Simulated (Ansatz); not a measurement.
# CH9GeNSi: up Jacob's ladder to CCSD(T)

The task here is to estimate one member of a computed series from the others.

Computed with Ansatz 0.2.0, Gaussian basis. Level: functionals in def2-TZVPP, the program's frozen cores in correlated methods.

The runs, in order: PBE-D4, r2SCAN-D4, PBE0-D4, B3LYP-D4, ωB97X-V, ωB97M-V, B2PLYP; CCSD(T)/def2-TZVPP; MP2/def2-QZVPP; extrapolation to the limit.

## The geometry

All runs share one geometry, relaxed beforehand with PBE0-D4 in a triple-zeta def2 set.

SMILES `[NH2][GeH2][CH2][SiH3]`, 13 atoms, charge 0, spin multiplicity 1.

Atoms are counted from 1 here; the program's logs count them from 0.

Bond lengths: N1–Ge2 1.845 Å, N1–H5 1.011 Å, N1–H6 1.010 Å, Ge2–C3 1.952 Å, Ge2–H7 1.539 Å, Ge2–H8 1.550 Å, C3–Si4 1.873 Å, C3–H9 1.094 Å, C3–H10 1.094 Å, Si4–H11 1.487 Å, Si4–H12 1.491 Å, Si4–H13 1.485 Å. Angles: Ge2–N1–H5 114.7°, Ge2–N1–H6 114.3°, H5–N1–H6 108.2°, N1–Ge2–C3 106.7°, N1–Ge2–H7 105.7°, N1–Ge2–H8 113.8°, C3–Ge2–H7 111.1°, C3–Ge2–H8 110.3°, H7–Ge2–H8 109.2°, Ge2–C3–Si4 113.0°, Ge2–C3–H9 109.3°, Ge2–C3–H10 108.2°, Si4–C3–H9 109.6°, Si4–C3–H10 109.7°, H9–C3–H10 106.9°, C3–Si4–H11 110.8°, C3–Si4–H12 109.9°, C3–Si4–H13 111.0° and more.

The first run:

Input file in.yaml:

```yaml
crystal:
  periodic: [false, false, false]
  atoms:
    - {symbol: N, position_ang: [-1.552294, 1.133063, -0.182978]}
    - {symbol: Ge, position_ang: [-1.196485, -0.675787, -0.257543]}
    - {symbol: C, position_ang: [0.744427, -0.861354, -0.357371]}
    - {symbol: Si, position_ang: [1.655171, 0.410674, 0.672974]}
    - {symbol: H, position_ang: [-1.366308, 1.635431, -1.040319]}
    - {symbol: H, position_ang: [-2.488848, 1.360923, 0.120229]}
    - {symbol: H, position_ang: [-1.742309, -1.262028, 1.056420]}
    - {symbol: H, position_ang: [-1.868254, -1.396568, -1.453851]}
    - {symbol: H, position_ang: [1.061281, -0.783392, -1.401251]}
    - {symbol: H, position_ang: [1.009323, -1.867197, -0.018789]}
    - {symbol: H, position_ang: [1.087724, 0.481502, 2.045203]}
    - {symbol: H, position_ang: [3.093388, 0.036055, 0.788252]}
    - {symbol: H, position_ang: [1.583584, 1.753875, 0.043824]}
basis:
  gaussian: {orbitals: def2-TZVPP}
hamiltonian: {xc: pbe, dispersion: d4}
output: {forces: true, orbitals: {seedname: orbitals}}
```

On the command line:

```
$ ansatz run in.yaml --threads 4 --pin off --events-out ev --progress --plain --max-ram 10444MiB
```

Steps of the session up to this table: PBE-D4 (GGA); r2SCAN-D4 (meta-GGA); PBE0-D4 (hybrid); B3LYP-D4 (hybrid); ωB97X-V (range-separated); ωB97M-V (range-separated); B2PLYP (double hybrid); CCSD(T) in def2-TZVPP; MP2 in def2-QZVPP.

One of the session's tables, all rows but one given; the rest of the session is left out.

It belongs to the step «Atomisation energies». 

```
            method  atomisation energy (kJ/mol)
            PBE-D4                       4154.7
         r2SCAN-D4                       4143.9
           PBE0-D4                       4122.4
          B3LYP-D4                            ?
           ωB97X-V                       4184.5
           ωB97M-V                       4157.2
            B2PLYP                       4103.4
     HF/def2-TZVPP                       3036.8
    MP2/def2-TZVPP                       4062.9
   CCSD/def2-TZVPP                       4026.9
CCSD(T)/def2-TZVPP                       4073.1
           MP2/CBS                       4160.2
       CCSD(T)/CBS                       4170.4
```

Estimate the missing values for B3LYP-D4.

**Answer.** atomisation energy (kJ/mol): 4153.5. In the column «atomisation energy (kJ/mol)» it lies between r2SCAN-D4 (4143.9) and PBE-D4 (4154.7).

Caveats from the session: Free atoms (1 N, 1 Ge, 1 C, 1 Si, 9 H) were run apart at each level; the atomisation energy is their sum less the molecule, without zero-point or spin-orbit terms.
